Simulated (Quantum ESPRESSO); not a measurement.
# LaMnIn (P-6m2) in Quantum ESPRESSO: equation of state

Aim: energy against volume of LaMnIn in PBE, for its equilibrium volume and stiffness.

Everything below comes from runs of Quantum ESPRESSO 7.5. Logs are shortened: lines on timing, memory, paths and dates and some standing lists are left out, and cuts for length are marked.

## 1. The crystal as given

Symmetry: P-6m2, No. 187, hexagonal system. The conventional cell has a = 4.593 Å, b = 4.593 Å, c = 4.097 Å, α = 90.00°, β = 90.00°, γ = 120.00°. Around La (site symmetry -6m2) lie 6 Mn at 3.35 Å and 6 In at 3.35 Å. In (site symmetry -6m2) is surrounded by 3 Mn at 2.65 Å. Mn (site symmetry -6m2) is surrounded by 3 In at 2.65 Å.

The cell comes from a database or a generator and needn't be the stable form of this composition.

## 2. Single point, PBE, collinear spin, ferromagnetic start, 23.45 Å³/atom

File pw.in:

```
&CONTROL
  calculation = 'scf'
  prefix = 'pwscf'
  outdir = './tmp'
  pseudo_dir = './pseudo'
  tprnfor = .true.
  tstress = .true.
  disk_io = 'nowf'
/
&SYSTEM
  ibrav = 0
  nat = 3
  ntyp = 3
  ecutwfc = 65
  ecutrho = 780
  nbnd = 31
  occupations = 'smearing'
  smearing = 'fd'
  degauss = 0.00367493
  nspin = 2
  starting_magnetization(1) = 0
  starting_magnetization(2) = 0
  starting_magnetization(3) = 0.2667
/
&ELECTRONS
  conv_thr = 6d-10
  electron_maxstep = 120
  mixing_beta = 0.3
/
ATOMIC_SPECIES
La   138.9055 La.paw.z_11.atompaw.wentzcovitch.v1.2.upf
In   114.8180 In.pbe-dn-rrkjus_psl.0.2.2.UPF
Mn    54.9380 mn_pbe_v1.5.uspp.F.UPF
CELL_PARAMETERS angstrom
   4.4995727962    0.0000000000    0.0000000000
  -2.2497863981    3.8967443477    0.0000000000
   0.0000000000    0.0000000000    4.0129322899
ATOMIC_POSITIONS crystal
La     0.0000000000    0.0000000000    0.0000000000
In     0.3333333333    0.6666666667    0.5000000000
Mn     0.6666666667    0.3333333333    0.5000000000
K_POINTS automatic
7 7 7 0 0 0
```

Potentials or basis: SSSP 1.3 efficiency PBE.

Run with:

```sh
OMP_NUM_THREADS=1 mpirun -n 2 pw.x -nk 2 -in pw.in > pw.out
```

pw.out:

```text
This program is part of the open-source Quantum ESPRESSO suite
     for quantum simulation of materials; please cite
         "P. Giannozzi et al., J. Phys.:Condens. Matter 21 395502 (2009);
         "P. Giannozzi et al., J. Phys.:Condens. Matter 29 465901 (2017);
         "P. Giannozzi et al., J. Chem. Phys. 152 154105 (2020);
     in publications or presentations arising from this work. More details at

     file La.paw.z_11.atompaw.wentzcovitch.v1.2.upf: wavefunction(s)  6S 0P 5D 0D 4F 0F renormalized
     file In.pbe-dn-rrkjus_psl.0.2.2.UPF: wavefunction(s)  5S renormalized
     Message from routine setup:
     using ibrav=0 with symmetry is DISCOURAGED, use correct ibrav instead

     K-points division:     npool     =       2
     Subspace diagonalization in iterative solution of the eigenvalue problem:
     a serial algorithm will be used

     G-vector sticks info
     --------------------
     sticks:   dense  smooth     PW     G-vecs:    dense   smooth      PW
     Sum        3877    1285    367               174739    33615    5163

     Using Slab Decomposition

     bravais-lattice index     =            0
     lattice parameter (alat)  =       8.5030  a.u.
     unit-cell volume          =     474.8229 (a.u.)^3
     number of atoms/cell      =            3
     number of atomic types    =            3
     number of electrons       =        39.00
     number of Kohn-Sham states=           31
     kinetic-energy cutoff     =      65.0000  Ry
     charge density cutoff     =     780.0000  Ry
     scf convergence threshold =      6.0E-10
     mixing beta               =       0.3000
     number of iterations used =            8  plain     mixing
     Exchange-correlation=  SLA  PW   PBX  PBC
                           (   1   4   3   4   0   0   0)

     celldm(1)=   8.502960  celldm(2)=   0.000000  celldm(3)=   0.000000
     celldm(4)=   0.000000  celldm(5)=   0.000000  celldm(6)=   0.000000

     crystal axes: (cart. coord. in units of alat)
               a(1) = (   1.000000   0.000000   0.000000 )
               a(2) = (  -0.500000   0.866025   0.000000 )
               a(3) = (   0.000000   0.000000   0.891847 )

     reciprocal axes: (cart. coord. in units 2 pi/alat)
               b(1) = (  1.000000  0.577350 -0.000000 )
               b(2) = (  0.000000  1.154701  0.000000 )
               b(3) = (  0.000000 -0.000000  1.121268 )

     PseudoPot. # 1 for La read from file:
     La.paw.z_11.atompaw.wentzcovitch.v1.2.upf
     Pseudo is Projector augmented-wave + core cor, Zval = 11.0
     Generated using ATOMPAW code
     Shape of augmentation charge: BESSEL
     Using radial grid of 1101 points,  8 beta functions with:
                l(1) =   0
                l(2) =   0
                l(3) =   1
                l(4) =   1
                l(5) =   2
                l(6) =   2
                l(7) =   3
                l(8) =   3
     Q(r) pseudized with 0 coefficients

     PseudoPot. # 2 for In read from file:
     In.pbe-dn-rrkjus_psl.0.2.2.UPF
     Pseudo is Ultrasoft + core correction, Zval = 13.0
     Generated using "atomic" code by A. Dal Corso  v.5.0.99 svn rev. 10869
     Using radial grid of 1241 points,  6 beta functions with:
                l(1) =   0
                l(2) =   0
                l(3) =   1
                l(4) =   1
                l(5) =   2
                l(6) =   2
     Q(r) pseudized with 0 coefficients

     PseudoPot. # 3 for Mn read from file:
     mn_pbe_v1.5.uspp.F.UPF
     Pseudo is Ultrasoft + core correction, Zval = 15.0
     Generated by new atomic code, or converted to UPF format
     Using radial grid of  859 points,  6 beta functions with:
                l(1) =   0
                l(2) =   0
                l(3) =   1
                l(4) =   1
                l(5) =   2
                l(6) =   2
     Q(r) pseudized with  8 coefficients,  rinner =    0.950   0.950   0.950
                                                       0.950   0.950

     atomic species   valence    mass     pseudopotential
     La               11.00   138.90550     La( 1.00)
     In               13.00   114.81800     In( 1.00)
     Mn               15.00    54.93800     Mn( 1.00)

     Starting magnetic structure
     atomic species   magnetization
     La              0.000
     In              0.000
     Mn              0.267

     12 Sym. Ops. (no inversion) found

   Cartesian axes

     site n.     atom                  positions (alat units)
         1        La     tau(   1) = (   0.0000000   0.0000000   0.0000000  )
         2        In     tau(   2) = (  -0.0000000   0.5773503   0.4459237  )
         3        Mn     tau(   3) = (   0.5000000   0.2886751   0.4459237  )

     number of k points=    32  Fermi-Dirac smearing, width (Ry)=  0.0037
                       cart. coord. in units 2pi/alat
        k(    1) = (   0.0000000   0.0000000   0.0000000), wk =   0.0029155
        k(    2) = (   0.0000000   0.0000000   0.1601812), wk =   0.0058309
        k(    3) = (   0.0000000   0.0000000   0.3203623), wk =   0.0058309
        k(    4) = (   0.0000000   0.0000000   0.4805435), wk =   0.0058309
        k(    5) = (   0.0000000   0.1649572   0.0000000), wk =   0.0174927
        k(    6) = (   0.0000000   0.1649572   0.1601812), wk =   0.0349854
[... 24 lines left out ...]
        k(   31) = (   0.2857143   0.4948717   0.3203623), wk =   0.0349854
        k(   32) = (   0.2857143   0.4948717   0.4805435), wk =   0.0349854

     Dense  grid:   174739 G-vectors     FFT dimensions: (  75,  75,  72)

     Smooth grid:    33615 G-vectors     FFT dimensions: (  45,  45,  40)

     Check: negative core charge=   -0.000005
     Generating pointlists ...
     new r_m :   0.3009 (alat units)  2.5587 (a.u.) for type    1
     new r_m :   0.2382 (alat units)  2.0250 (a.u.) for type    2
     new r_m :   0.2382 (alat units)  2.0250 (a.u.) for type    3

     Initial potential from superposition of free atoms

     starting charge      38.4877, renormalised to      39.0000

     negative rho (up, down):  2.791E-05 2.874E-05
     Starting wfcs are   54 randomized atomic wfcs
     Checking if some PAW data can be deallocated...

     Self-consistent Calculation

     iteration #  1     ecut=    65.00 Ry     beta= 0.30
     Davidson diagonalization with overlap
     ethr =  1.00E-02,  avg # of iterations =  1.6

     negative rho (up, down):  3.094E-05 3.381E-05

     total energy              =    -814.14028334 Ry
     estimated scf accuracy    <       0.41399953 Ry

     total magnetization       =     3.40 Bohr mag/cell
     absolute magnetization    =     4.15 Bohr mag/cell
[... 43 lines left out ...]
     total energy              =    -814.27477754 Ry
     estimated scf accuracy    <       0.00092915 Ry

     total magnetization       =     3.23 Bohr mag/cell
     absolute magnetization    =     4.15 Bohr mag/cell

     iteration #  6     ecut=    65.00 Ry     beta= 0.30
     Davidson diagonalization with overlap
     c_bands:  1 eigenvalues not converged
     ethr =  2.38E-06,  avg # of iterations =  5.4

     negative rho (up, down):  8.868E-05 9.683E-05

     total energy              =    -814.27530201 Ry
     estimated scf accuracy    <       0.00015324 Ry

     total magnetization       =     3.19 Bohr mag/cell
     absolute magnetization    =     4.19 Bohr mag/cell

     iteration #  7     ecut=    65.00 Ry     beta= 0.30
     Davidson diagonalization with overlap
     ethr =  3.93E-07,  avg # of iterations =  4.0
[... 129 lines left out ...]
     iteration # 18     ecut=    65.00 Ry     beta= 0.30
     Davidson diagonalization with overlap
     ethr =  1.51E-11,  avg # of iterations =  4.1

     negative rho (up, down):  9.751E-05 9.705E-05

     Magnetic moment per site  (integrated on atomic sphere of radius R)
     atom   1 (R=0.301)  charge=  8.6659  magn= -0.1603
     atom   2 (R=0.238)  charge= 10.6571  magn= -0.0400
     atom   3 (R=0.238)  charge= 13.3940  magn=  3.4424

     End of self-consistent calculation

 ------ SPIN UP ------------

          k = 0.0000 0.0000 0.0000 (  4195 PWs)   bands (ev):

   -68.4133 -37.1823 -37.1823 -37.1186 -19.6483  -3.3830  -3.3830  -3.2165
    -1.5010  -1.4201  -1.4201  -1.3882  -1.3882   5.1494   9.6480   9.6480
     9.8490  10.2343  10.2343  12.6470  12.6470  13.2432  14.2871  14.5845
    15.0262  15.0262  15.1905  15.1905  15.2790  16.3911  16.3911

          k = 0.0000 0.0000 0.1602 (  4207 PWs)   bands (ev):

   -68.4133 -37.1823 -37.1823 -37.1188 -19.6420  -3.3721  -3.3721  -3.3327
    -1.4810  -1.4375  -1.4375  -1.3774  -1.3774   5.4157   9.5830   9.5830
     9.9151  10.2256  10.2256  12.8469  12.8469  12.9668  14.1623  14.6164
    14.9854  14.9854  15.1858  15.1858  15.2805  15.9381  15.9381
[... 204 lines left out ...]
          k = 0.2857 0.4949 0.4805 (  4210 PWs)   bands (ev):

   -68.4132 -37.1826 -37.1823 -37.1196 -19.6013  -3.6825  -3.5349  -3.4567
    -1.4594  -1.4385  -1.4022  -1.3911  -1.3009   7.1090   9.1141   9.9316
    10.1612  10.3019  10.4965  10.7828  12.1991  12.4924  12.9916  14.9895
    15.0112  15.0504  15.1325  15.2301  15.2744  15.2918  17.1528

 ------ SPIN DOWN ----------

          k = 0.0000 0.0000 0.0000 (  4195 PWs)   bands (ev):

   -64.5631 -33.4149 -33.4149 -33.3623 -19.7311  -3.4936  -3.4936  -3.3369
    -1.5157  -1.4441  -1.4441  -1.3977  -1.3977   5.2337  11.2305  11.2988
    11.2988  13.1678  13.1678  13.5479  13.5479  13.6214  14.2897  15.1535
    15.1800  15.1800  15.2047  15.2048  15.2299  16.4654  16.5897

          k = 0.0000 0.0000 0.1602 (  4207 PWs)   bands (ev):

   -64.5631 -33.4149 -33.4149 -33.3626 -19.7245  -3.4831  -3.4831  -3.4548
    -1.4957  -1.4564  -1.4564  -1.3918  -1.3918   5.5074  11.2037  11.2723
    11.2723  13.1030  13.1030  13.5815  13.5815  13.6734  14.0779  15.1335
    15.1889  15.1889  15.2144  15.2144  15.2314  16.3842  16.3849
[... 204 lines left out ...]
          k = 0.2857 0.4949 0.4805 (  4210 PWs)   bands (ev):

   -64.5630 -33.4153 -33.4148 -33.3638 -19.6824  -3.8157  -3.6546  -3.5747
    -1.4652  -1.4600  -1.4136  -1.4005  -1.3260   7.1906   9.6539  11.1624
    12.3792  12.6952  13.0407  13.1061  13.3910  13.7837  13.9116  14.9530
    15.0254  15.0609  15.2219  15.2261  15.2572  15.2794  17.0606

     the Fermi energy is    12.7189 ev

!    total energy              =    -814.27551671 Ry
     estimated scf accuracy    <          9.4E-11 Ry
     smearing contrib. (-TS)   =      -0.00122258 Ry
     internal energy E=F+TS    =    -814.27429413 Ry

     The total energy is F=E-TS. E is the sum of the following terms:
     one-electron contribution =    -186.06848631 Ry
     hartree contribution      =     118.18221793 Ry
     xc contribution           =     -87.61728734 Ry
     ewald contribution        =    -265.16548331 Ry
     one-center paw contrib.   =    -393.60525509 Ry

     total magnetization       =     3.15 Bohr mag/cell
     absolute magnetization    =     4.28 Bohr mag/cell

     convergence has been achieved in  18 iterations

     negative rho (up, down):  9.751E-05 9.705E-05

     Forces acting on atoms (cartesian axes, Ry/au):

     atom    1 type  1   force =     0.00000000    0.00000000    0.00000000
     atom    2 type  2   force =     0.00000000    0.00000000    0.00000000
     atom    3 type  3   force =     0.00000000    0.00000000    0.00000000

     Total force =     0.000000     Total SCF correction =     0.000000

     Computing stress (Cartesian axis) and pressure

     negative rho (up, down):  9.751E-05 9.705E-05
          total   stress  (Ry/bohr**3)                   (kbar)     P=      103.27
   0.00083776   0.00000000  -0.00000000          123.24        0.00       -0.00
   0.00000000   0.00083776   0.00000000            0.00      123.24        0.00
  -0.00000000   0.00000000   0.00043056           -0.00        0.00       63.34

=------------------------------------------------------------------------------=
   JOB DONE.
=------------------------------------------------------------------------------=
```

Run time: 7.9 min. Hardware: 2 MPI ranks of Arm Neoverse N1, shared host; peak memory 2 GiB.

What came out:

| Quantity | Value |
| --- | --- |
| Free energy | -11078.7828 eV |
| Pressure | 10.3 GPa |
| Band gap on the k mesh | none (metal or under the smearing width) |
| Net moment | 3.15 μB per cell |
| Absolute moment | 4.28 μB per cell |
| Site moments | La -0.16; In -0.04; Mn +3.44 μB |
| Valence electrons inside the program's atomic spheres | La 8.67; In 10.66; Mn 13.39 |

(Continued in part 2 of 2.)
